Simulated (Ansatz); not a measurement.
# Si8O15: the cost of one run

Method: DFT PBE, plane waves, PAW, scalar-relativistic, no spin polarisation, in Ansatz 0.2.0.

A COD entry behind a cell of this session may itself be a prediction, so a difference from it is no test against experiment.

### Step 1. The starting structure

The cell holds 23 atoms (O15Si8): a = 5.974 Å, b = 5.974 Å, c = 5.379 Å, α = 90.00°, β = 90.00°, γ = 90.00°.

Its coordinates follow in the input file.

### Step 2. End point A

File input.yaml:

```yaml
crystal:
  lattice:
    - [-4.2244, -4.2244, 0.0]
    - [4.2244, -4.2244, 0.0]
    - [0.0, 0.0, 5.3792]
  atoms:
    - { symbol: Si, position: [0.5059999, 0.4973817, -0.005368] }
    - { symbol: Si, position: [-0.0058821, 0.5050335, 0.2402565] }
    - { symbol: O, position: [0.1937396, 0.4958717, 0.0003919] }
    - { symbol: O, position: [-0.0028034, 0.1976905, 0.2512403] }
    - { symbol: O, position: [0.8088638, 0.5044909, 0.0008625] }
    - { symbol: O, position: [-0.0095573, 0.813792, 0.2525619] }
    - { symbol: Si, position: [0.5045023, 0.4928692, 0.4976485] }
    - { symbol: Si, position: [-0.000317, 0.5031425, 0.7475741] }
    - { symbol: O, position: [0.1861113, 0.5011408, 0.5005201] }
    - { symbol: O, position: [-0.004395, 0.1988441, 0.7514318] }
    - { symbol: O, position: [0.8093445, 0.493715, 0.4997347] }
    - { symbol: O, position: [0.0015864, 0.8050979, 0.7569524] }
    - { symbol: Si, position: [-0.0059074, -0.0036197, 0.0014945] }
    - { symbol: Si, position: [0.4944905, 0.0002478, 0.2404216] }
    - { symbol: O, position: [0.6946088, 0.0009519, -0.0015095] }
    - { symbol: O, position: [0.4996133, 0.6886198, 0.2479685] }
    - { symbol: O, position: [0.3032729, 0.01143, 0.0120561] }
    - { symbol: O, position: [0.4937332, 0.3040004, 0.2484433] }
    - { symbol: Si, position: [0.0006617, 0.001516, 0.4987651] }
    - { symbol: Si, position: [0.4981556, -0.0126654, 0.7544503] }
    - { symbol: O, position: [0.6956089, 0.0082113, 0.4971628] }
    - { symbol: O, position: [0.4953469, 0.6902196, 0.751654] }
    - { symbol: O, position: [0.3082162, 0.0098705, 0.4990811] }
basis:
  ecutwfc: 420.0
kpoints:
  mp_grid: { grid: [2, 2, 2] }
hamiltonian:
  xc: pbe
  pseudopotentials: { kind: paw, azcp: { folder: soft_1 } }
scf:
  occupations: { method: gaussian, width: 0.05 }
  lower_state_search: "off"
relax:
  f_tol: 0.03
  max_steps: 60
  adjacent_minimum: "off"
```

The run is started by

```
ansatz run input.yaml --threads 1 --pin off --max-ram 3072MiB --backend cpu --events-out ev --progress --plain --runs-dir out
```

**Question.** How long does this run take on 1 thread of Arm Neoverse V2, shared host, and how much memory does it need?

About 20 s, with a peak of 0.42 GiB.
